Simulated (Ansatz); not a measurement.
# CH9NOSi2: the cost of one run

All numbers below are computed with Ansatz 0.2.0 (RHF/6-31G).

## 1. The system as given

Bond lengths: C1–O2 1.360 Å, O2–Si3 1.650 Å, Si3–Si4 2.289 Å, Si4–N5 1.764 Å, C1–H6 1.154 Å, C1–H7 1.117 Å, C1–H8 1.074 Å, Si3–H9 1.548 Å, Si3–H10 1.478 Å, Si4–H11 1.421 Å, Si4–H12 1.525 Å, N5–H13 1.014 Å, N5–H14 0.979 Å. Angles (14 of 22 angles, heavy atoms first): C1–O2–Si3 116.8°, O2–Si3–Si4 115.1°, Si3–Si4–N5 113.8°, O2–C1–H6 109.3°, O2–C1–H7 114.1°, O2–C1–H8 115.1°, O2–Si3–H9 107.0°, O2–Si3–H10 109.2°, Si4–Si3–H9 109.4°, Si4–Si3–H10 109.6°, Si3–Si4–H11 115.7°, Si3–Si4–H12 111.1°, N5–Si4–H11 104.3°, N5–Si4–H12 102.9°.

As a file:

```xyz
14

C    -0.7292    2.0140    0.4999
O     0.0665    1.3416    1.3739
Si    1.1699    0.2999    0.7254
Si    0.3004   -1.6549   -0.0884
N    -0.8856   -1.4254   -1.3740
H    -1.3989    2.7504    1.0834
H    -0.1722    2.6706   -0.2115
H    -1.4077    1.4005   -0.0626
H     2.1985   -0.0190    1.8369
H     1.9209    0.9923   -0.3432
H     1.2410   -2.5675   -0.6377
H    -0.4967   -2.3889    0.9843
H    -1.4102   -2.2714   -1.5663
H    -0.4095   -1.1716   -2.1913
```

## 2. Preparing the start

Contents of input.yaml:

```yaml
crystal:
  periodic: [false, false, false]
  atoms:
    - { symbol: C, position_ang: [-0.7292, 2.014, 0.4999] }
    - { symbol: O, position_ang: [0.0665, 1.3416, 1.3739] }
    - { symbol: Si, position_ang: [1.1699, 0.2999, 0.7254] }
    - { symbol: Si, position_ang: [0.3004, -1.6549, -0.0884] }
    - { symbol: "N", position_ang: [-0.8856, -1.4254, -1.374] }
    - { symbol: H, position_ang: [-1.3989, 2.7504, 1.0834] }
    - { symbol: H, position_ang: [-0.1722, 2.6706, -0.2115] }
    - { symbol: H, position_ang: [-1.4077, 1.4005, -0.0626] }
    - { symbol: H, position_ang: [2.1985, -0.019, 1.8369] }
    - { symbol: H, position_ang: [1.9209, 0.9923, -0.3432] }
    - { symbol: H, position_ang: [1.241, -2.5675, -0.6377] }
    - { symbol: H, position_ang: [-0.4967, -2.3889, 0.9843] }
    - { symbol: H, position_ang: [-1.4102, -2.2714, -1.5663] }
    - { symbol: H, position_ang: [-0.4095, -1.1716, -2.1913] }
basis:
  gaussian: { orbitals: "6-31G" }
hamiltonian:
  xc: hf
relax:
  f_tol: 0.02
  max_steps: 40
output:
  orbitals: {}
```

Started as:

```sh
$ ansatz run input.yaml --threads 1 --pin off --max-ram 2048MiB --backend cpu --events-out ev --progress --plain --runs-dir out
```

**Question.** How long does this run take on 1 thread of Intel Xeon 6975P-C (Granite Rapids), shared host, and how much memory does it need?

About 28 s, with a peak of 0.16 GiB.
